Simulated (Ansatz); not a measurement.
Born–Oppenheimer molecular dynamics of a periodic cell of 24 atoms, KPO2F2 (host KPO2F2, host structure Pnma). It starts from an unrelaxed structure (largest force component 1.72 eV/Å).

Computed with Ansatz 0.2.0, DFT PBEsol, scalar-relativistic, plane waves, PAW. Settings: cutoff 420 eV, k mesh 2x2x2, fermi-dirac smearing 0.05 eV, no spin polarisation.

```json
{
  "ensemble": "NVT, Langevin thermostat",
  "time step": "1 fs",
  "steps asked": "170",
  "set temperature": "900 K",
  "friction": "0.01 /fs",
  "seed": "838156"
}
```

Frames 10 fs apart, positions in Å, forces in eV/Å.

Velocities at 30.0 fs (Å/ps):

```
K -3.22 -1.12 9.48
K 6.29 0.40 -9.47
K -8.58 1.98 -5.28
K -3.73 6.53 -3.14
P -1.69 0.74 -1.01
P -0.39 2.49 -3.86
P -4.72 2.83 2.38
P 0.20 1.50 0.30
O 7.53 3.42 -5.55
O 1.57 0.89 4.26
O 9.11 3.30 -0.92
O -0.33 -6.98 -2.52
O -2.51 -16.84 3.85
O 8.63 2.91 8.60
O -4.57 12.78 -9.35
O 4.99 -10.57 -1.35
F 0.77 -11.18 -4.05
F -1.25 4.55 4.70
F 1.73 -2.29 5.87
F -8.66 -1.11 -8.67
F 3.24 -3.99 5.10
F 0.64 -0.67 -1.06
F -8.28 -0.19 -2.82
F -3.47 1.17 -6.67
```

```xyz
24
Lattice="8.0390 0.0000 0.0000 0.0000 6.2050 0.0000 0.0000 0.0000 7.6350" Properties=species:S:1:pos:R:3:forces:R:3 time_fs=30.0 energy_less_start_eV=0.795 T=782
K 1.156 1.577 1.391 -0.29 -0.08 -0.23
K 3.029 4.662 4.700 -0.14 0.11 0.34
K 5.005 1.615 2.598 0.59 -0.08 0.19
K 6.749 4.749 6.508 0.26 -0.15 -0.03
P 0.849 1.463 5.299 -2.52 -1.26 -0.37
P 3.228 4.674 1.455 0.44 4.45 -2.38
P 4.789 1.614 6.204 2.36 -1.25 0.05
P 7.220 4.598 2.330 -0.74 -2.41 0.96
O 0.956 0.120 5.925 0.23 0.22 0.25
O 3.167 6.039 2.138 -0.02 -1.93 -0.50
O 4.904 2.820 5.376 -0.07 1.10 -0.32
O 7.022 3.297 1.644 0.86 -0.66 -0.01
O 7.231 5.784 1.491 -0.30 2.22 -0.20
O 4.833 0.277 5.544 -0.05 0.12 0.37
O 3.240 3.429 2.212 -0.47 -1.22 0.21
O 0.664 2.736 6.004 0.52 0.70 0.52
F 7.662 1.363 4.233 0.12 0.01 0.35
F 4.563 4.756 0.473 -1.76 -0.47 1.01
F 3.595 1.717 7.148 -1.79 0.10 1.04
F 0.480 4.650 3.259 -0.51 -0.24 -0.10
F 1.898 1.541 4.167 1.58 0.47 -0.76
F 2.085 4.776 0.269 1.50 -0.85 1.52
F 5.886 1.673 7.426 -0.77 -0.19 -1.35
F 6.089 4.450 3.506 0.97 1.29 -0.57
24
Lattice="8.0390 0.0000 0.0000 0.0000 6.2050 0.0000 0.0000 0.0000 7.6350" Properties=species:S:1:pos:R:3:forces:R:3 time_fs=40.0 energy_less_start_eV=0.802 T=829
K 1.111 1.561 1.484 -0.19 -0.04 -0.32
K 3.077 4.665 4.600 -0.14 0.11 0.37
K 4.918 1.643 2.569 0.52 0.01 0.13
K 6.721 4.794 6.470 0.42 -0.23 0.15
P 0.789 1.441 5.257 0.73 -2.42 0.03
P 3.224 4.763 1.377 0.19 -0.45 1.17
P 4.785 1.630 6.219 0.82 0.96 -0.32
P 7.188 4.538 2.344 -2.62 -0.33 -3.09
O 1.044 0.140 5.911 -0.47 -0.68 0.43
O 3.168 5.997 2.178 -0.33 1.28 0.14
O 4.976 2.851 5.373 -0.79 -0.26 0.45
O 7.003 3.262 1.627 0.64 -1.35 -0.01
O 7.180 5.741 1.490 -0.38 1.40 0.16
O 4.913 0.295 5.619 -0.59 -1.03 -0.66
O 3.205 3.506 2.158 -0.37 -0.93 -0.16
O 0.700 2.675 5.999 -0.41 2.30 0.80
F 7.663 1.258 4.224 -0.63 0.24 -0.39
F 4.524 4.795 0.531 0.21 -0.04 -0.84
F 3.590 1.721 7.227 -1.21 0.14 -0.38
F 0.389 4.621 3.167 2.63 -0.30 2.38
F 1.940 1.510 4.184 0.66 0.71 -0.85
F 2.117 4.761 0.299 -0.07 -0.08 -0.50
F 5.791 1.695 7.395 1.38 0.09 0.64
F 6.070 4.472 3.447 0.00 0.87 0.66
24
Lattice="8.0390 0.0000 0.0000 0.0000 6.2050 0.0000 0.0000 0.0000 7.6350" Properties=species:S:1:pos:R:3:forces:R:3 time_fs=50.0 energy_less_start_eV=1.349 T=655
K 1.054 1.550 1.565 0.00 -0.05 -0.36
K 3.121 4.637 4.495 -0.28 0.08 0.57
K 4.835 1.656 2.553 0.51 0.03 0.11
K 6.693 4.827 6.460 0.63 -0.39 0.15
P 0.764 1.378 5.244 2.14 1.87 1.20
P 3.226 4.836 1.347 -0.60 -4.36 4.01
P 4.814 1.650 6.222 -1.50 -0.54 0.42
P 7.099 4.456 2.293 0.90 5.19 -1.93
O 1.092 0.123 5.928 -0.60 -1.19 0.53
O 3.162 6.007 2.221 -0.32 1.78 0.14
O 4.968 2.877 5.389 -0.68 -0.31 0.09
O 6.973 3.181 1.631 0.12 -2.40 -0.90
O 7.080 5.775 1.457 -0.27 -2.42 1.90
O 4.971 0.267 5.662 -0.91 0.89 -0.13
O 3.159 3.498 2.129 0.02 1.71 -1.48
O 0.693 2.691 5.982 -0.59 -1.03 -1.05
F 7.659 1.155 4.207 -0.62 0.21 -0.45
F 4.505 4.835 0.545 1.46 0.16 -1.58
F 3.534 1.756 7.308 0.72 -0.20 -1.97
F 0.396 4.563 3.131 -0.18 -0.37 0.39
F 1.984 1.504 4.171 -0.50 0.40 -0.12
F 2.145 4.788 0.296 -1.01 0.33 -1.47
F 5.765 1.760 7.406 1.88 0.12 1.21
F 6.038 4.470 3.431 -0.29 0.49 0.73
24
Lattice="8.0390 0.0000 0.0000 0.0000 6.2050 0.0000 0.0000 0.0000 7.6350" Properties=species:S:1:pos:R:3:forces:R:3 time_fs=60.0 energy_less_start_eV=1.277 T=629
K 1.008 1.531 1.618 -0.08 -0.08 -0.33
K 3.160 4.609 4.410 -0.32 0.11 1.09
K 4.743 1.652 2.539 0.95 0.22 0.27
K 6.690 4.864 6.468 0.55 -0.48 -0.15
P 0.794 1.340 5.260 0.42 0.48 -0.40
P 3.219 4.807 1.414 -0.03 3.86 -2.13
P 4.796 1.652 6.247 -0.06 0.37 0.94
P 7.035 4.463 2.175 1.22 -4.30 3.64
O 1.099 0.068 5.949 -0.50 -0.12 0.16
O 3.145 6.092 2.260 -0.18 -2.43 -1.70
O 4.908 2.862 5.377 -0.50 -0.36 0.34
O 6.910 3.060 1.630 0.50 1.83 0.41
O 6.976 5.708 1.482 -0.08 2.92 -1.94
O 4.950 0.285 5.664 -0.61 0.62 0.27
O 3.114 3.509 2.041 -0.02 -1.98 0.99
O 0.668 2.681 5.884 -0.52 -0.41 -0.02
F 7.635 1.046 4.201 0.63 0.42 0.48
F 4.549 4.896 0.474 -1.36 -0.19 1.01
F 3.512 1.761 7.267 0.80 -0.25 -1.31
F 0.401 4.513 3.102 -1.51 -0.18 -1.03
F 1.980 1.513 4.170 -0.25 0.03 -0.17
F 2.152 4.865 0.223 0.82 0.10 1.09
F 5.820 1.855 7.463 -0.27 -0.52 -0.93
F 6.003 4.484 3.422 0.43 0.33 -0.57
24
Lattice="8.0390 0.0000 0.0000 0.0000 6.2050 0.0000 0.0000 0.0000 7.6350" Properties=species:S:1:pos:R:3:forces:R:3 time_fs=70.0 energy_less_start_eV=1.671 T=576
K 0.951 1.504 1.647 -0.14 -0.13 -0.30
K 3.193 4.601 4.345 -0.23 0.00 1.43
K 4.687 1.662 2.517 1.26 0.20 0.51
K 6.697 4.876 6.473 0.33 -0.39 -0.24
P 0.833 1.291 5.268 -0.97 0.30 -0.51
P 3.224 4.855 1.438 -0.05 -3.40 -4.94
P 4.760 1.643 6.307 1.64 0.76 -2.14
P 7.011 4.406 2.157 1.03 3.25 1.68
O 1.089 -0.019 5.965 -0.30 1.60 -0.70
O 3.170 6.080 2.206 -0.55 1.08 1.30
O 4.799 2.796 5.375 -0.05 0.95 0.00
O 6.886 3.044 1.645 0.11 -0.45 -0.45
O 6.925 5.749 1.465 0.33 -1.60 -0.01
O 4.906 0.332 5.641 -0.10 -0.91 0.59
O 3.099 3.443 1.987 0.14 2.15 -0.34
O 0.631 2.677 5.798 -0.10 -1.23 0.35
F 7.609 0.978 4.222 1.33 0.37 0.71
F 4.533 4.950 0.443 -1.24 -0.38 1.41
F 3.505 1.750 7.165 -1.42 -0.24 1.27
F 0.368 4.481 3.017 -0.86 -0.25 -0.56
F 1.983 1.534 4.150 -0.20 -0.55 0.03
F 2.193 4.962 0.196 0.67 -0.17 1.61
F 5.835 1.914 7.455 -0.63 -0.75 -0.65
F 6.009 4.549 3.390 0.01 -0.21 -0.03
24
Lattice="8.0390 0.0000 0.0000 0.0000 6.2050 0.0000 0.0000 0.0000 7.6350" Properties=species:S:1:pos:R:3:forces:R:3 time_fs=80.0 energy_less_start_eV=2.047 T=552
K 0.902 1.482 1.673 -0.08 -0.15 -0.33
K 3.205 4.582 4.285 -0.26 0.09 1.27
K 4.668 1.665 2.476 1.15 0.18 0.47
K 6.709 4.867 6.469 0.23 -0.43 -0.16
P 0.860 1.232 5.263 -2.17 3.62 -0.49
P 3.224 4.837 1.359 0.43 0.98 0.56
P 4.731 1.621 6.309 0.47 2.03 -2.68
P 7.026 4.405 2.192 -2.05 2.31 -3.05
O 1.060 -0.081 5.901 0.45 0.14 0.32
O 3.151 6.094 2.160 -0.39 -0.83 0.63
O 4.659 2.809 5.373 0.70 -0.41 0.77
O 6.863 3.028 1.634 0.19 1.03 0.34
O 6.852 5.739 1.412 0.99 -2.61 1.08
O 4.855 0.301 5.649 0.19 -0.59 0.67
O 3.100 3.478 1.907 -0.30 -0.45 0.69
O 0.612 2.661 5.760 0.18 -2.57 0.45
F 7.630 0.944 4.255 0.82 0.17 0.10
F 4.462 4.934 0.476 1.98 -0.28 -0.65
F 3.419 1.739 7.119 -0.56 -0.48 1.30
F 0.320 4.427 2.916 1.90 0.23 1.31
F 1.962 1.563 4.164 0.50 -0.89 -0.50
F 2.282 5.042 0.227 -2.82 -0.08 -2.17
F 5.831 1.913 7.439 -1.16 -0.80 -0.99
F 6.012 4.574 3.362 -0.39 -0.19 1.06
24
Lattice="8.0390 0.0000 0.0000 0.0000 6.2050 0.0000 0.0000 0.0000 7.6350" Properties=species:S:1:pos:R:3:forces:R:3 time_fs=90.0 energy_less_start_eV=2.076 T=622
K 0.833 1.477 1.679 0.27 -0.19 -0.31
K 3.211 4.583 4.248 -0.44 0.27 1.14
K 4.697 1.654 2.453 0.67 0.09 0.25
K 6.750 4.858 6.489 0.28 -0.40 -0.37
P 0.835 1.262 5.260 0.22 -3.67 -0.92
P 3.238 4.799 1.299 -1.78 4.11 1.60
P 4.711 1.627 6.226 -2.55 -0.77 1.30
P 7.023 4.441 2.147 -0.43 -5.29 3.09
O 1.067 -0.133 5.818 0.09 2.18 0.04
O 3.107 6.058 2.159 0.42 -1.64 -0.36
O 4.550 2.822 5.392 0.97 0.68 -0.85
O 6.884 3.043 1.661 -0.34 0.21 -0.31
O 6.831 5.597 1.376 0.00 4.92 -3.02
O 4.819 0.233 5.719 0.32 0.42 -0.07
O 3.062 3.485 1.870 -0.23 -2.36 1.07
O 0.575 2.585 5.759 -0.73 2.14 2.30
F 7.678 0.930 4.268 -0.70 0.20 -0.95
F 4.490 4.887 0.484 2.33 -0.18 -1.37
F 3.315 1.702 7.138 1.61 -0.41 -0.36
F 0.353 4.400 2.870 0.94 0.74 0.81
F 1.937 1.564 4.161 0.74 -0.46 -0.63
F 2.242 5.088 0.203 -1.56 -0.43 -1.68
F 5.759 1.877 7.388 -0.38 -0.24 -0.57
F 6.022 4.564 3.389 0.28 0.06 0.19
24
Lattice="8.0390 0.0000 0.0000 0.0000 6.2050 0.0000 0.0000 0.0000 7.6350" Properties=species:S:1:pos:R:3:forces:R:3 time_fs=100.0 energy_less_start_eV=2.056 T=733
K 0.780 1.473 1.659 0.54 -0.37 -0.40
K 3.168 4.563 4.252 -0.59 0.30 1.04
K 4.741 1.625 2.420 0.41 0.01 0.07
K 6.786 4.851 6.478 0.27 -0.48 -0.57
P 0.827 1.260 5.237 0.29 0.33 0.36
P 3.212 4.812 1.277 -1.29 -3.90 -2.94
P 4.622 1.606 6.163 -1.71 1.33 2.61
P 7.012 4.379 2.129 0.57 3.96 0.93
O 1.057 -0.125 5.729 0.46 0.76 0.85
O 3.114 5.943 2.157 0.23 2.68 1.93
O 4.490 2.857 5.346 0.85 -1.58 0.07
O 6.930 3.024 1.651 -1.10 -2.18 -0.79
O 6.864 5.599 1.219 0.64 -1.39 2.29
O 4.800 0.188 5.822 0.06 -0.27 -1.47
O 3.019 3.402 1.860 0.32 2.15 -1.17
O 0.476 2.578 5.859 0.59 -1.26 0.16
F 7.739 0.947 4.223 -1.90 0.32 -1.90
F 4.590 4.840 0.456 -1.62 -0.20 0.43
F 3.304 1.645 7.175 1.08 -0.05 -1.00
F 0.413 4.397 2.854 -0.79 0.66 0.05
F 1.962 1.529 4.121 0.14 0.24 0.24
F 2.115 5.158 0.116 1.64 -1.16 1.27
F 5.664 1.872 7.349 -0.11 0.18 -0.64
F 6.043 4.563 3.459 1.02 -0.07 -1.42
24
Lattice="8.0390 0.0000 0.0000 0.0000 6.2050 0.0000 0.0000 0.0000 7.6350" Properties=species:S:1:pos:R:3:forces:R:3 time_fs=110.0 energy_less_start_eV=2.164 T=636
K 0.773 1.455 1.628 0.74 -0.54 -0.37
K 3.121 4.528 4.295 -0.58 0.52 0.61
K 4.793 1.607 2.390 0.30 -0.05 0.14
K 6.809 4.847 6.451 0.16 -0.49 -0.67
P 0.808 1.271 5.211 -0.96 1.84 -1.24
P 3.145 4.737 1.206 0.47 3.28 0.89
P 4.496 1.598 6.159 2.56 -1.06 -0.53
P 7.009 4.378 2.111 1.07 -1.51 -0.58
O 1.097 -0.067 5.705 0.28 -1.07 1.11
O 3.160 5.939 2.193 -0.20 -2.07 -1.97
O 4.492 2.818 5.245 -0.05 -2.39 1.05
O 6.949 2.913 1.612 -1.03 3.43 1.16
O 6.918 5.556 1.157 0.24 -1.11 2.32
O 4.825 0.141 5.852 -1.14 1.96 -1.21
O 2.987 3.376 1.776 -0.34 0.00 -0.56
O 0.422 2.528 5.963 0.86 -1.73 -1.09
F 7.725 0.957 4.074 -0.14 0.71 0.18
F 4.590 4.800 0.451 -2.15 -0.36 0.25
F 3.350 1.592 7.187 -1.81 0.30 0.15
F 0.428 4.400 2.830 -1.02 0.48 -0.11
F 1.975 1.526 4.085 -0.45 0.65 0.79
F 2.061 5.179 0.078 1.67 -1.33 1.28
F 5.563 1.886 7.289 0.66 0.68 0.07
F 6.097 4.577 3.466 0.86 -0.13 -1.69
```

Of the whole run (170 fs, mean temperature of the second half 850 K): A run of 0.17 ps of so small a system gives no equilibrium averages.

The run took 18 min on 2 threads of Arm Neoverse V2, with other jobs on the host, peak memory 1 GiB.
